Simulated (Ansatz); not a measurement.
# AlPtC2N2: the cost of one run

Program: Ansatz 0.2.0. Level of theory: DFT PBE, scalar-relativistic, plane waves, PAW. These are calculated values, not measurements.

### 1 The system as given

The structure is triclinic, space group P-1 (No. 2). The conventional cell has a = 4.309 Å, b = 4.565 Å, c = 8.663 Å, α = 84.15°, β = 85.81°, γ = 67.48°. Al (site symmetry -1) has 2 N at 1.96 Å as nearest neighbours. Pt (site symmetry -1) is surrounded by 2 C at 1.92 Å. C (site symmetry 1) is surrounded by 1 N at 1.17 Å. N (site symmetry 1) has 1 C at 1.17 Å as nearest neighbours.

Coordinates:

```
CELL_PARAMETERS angstrom
4.30922 0.00000 0.00000
1.74863 4.21664 0.00000
0.63337 0.69300 8.61226
ATOMIC_POSITIONS crystal
Al 0.50000 0.50000 0.50000
Pt 0.00000 0.00000 0.00000
C 0.18982 0.81018 0.81018
C 0.81018 0.18982 0.18982
N 0.30567 0.69433 0.69433
N 0.69433 0.30567 0.30567
```

Recipe of the guess: packed cyanide-bridged chains (P-1, No. 2). Lengths come from tabulated atomic sizes and are only a guess.

### 2 A first look at the guess

File input.yaml:

```yaml
crystal:
  lattice:
    - [4.30921764, 0.0, 0.0]
    - [1.74863176, 4.21664205, 0.0]
    - [0.63336987, 0.69300468, 8.61225919]
  atoms:
    - { symbol: Al, position: [0.5, 0.5, 0.5] }
    - { symbol: Pt, position: [0.0, 0.0, 0.0] }
    - { symbol: C, position: [0.18982077, 0.81017923, 0.81017923] }
    - { symbol: C, position: [0.81017923, 0.18982077, 0.18982077] }
    - { symbol: "N", position: [0.30567383, 0.69432617, 0.69432617] }
    - { symbol: "N", position: [0.69432617, 0.30567383, 0.30567383] }
basis:
  ecutwfc: 420
kpoints:
  mp_grid: { grid: [4, 4, 2] }
hamiltonian:
  xc: pbe
scf:
  occupations: { method: gaussian, width: 0.1 }
  lower_state_search: "off"
output:
  forces: true
  stress: true
  eigenvalues: true
```

Started as:

```bash
> ansatz run input.yaml --threads 1 --pin off --max-ram 2560MiB --backend cpu --events-out ev --progress --plain --runs-dir out
```

What time and memory should one allow on 1 thread of Arm Neoverse V2, shared host?

About 4.7 s, with a peak of 0.4 GiB.
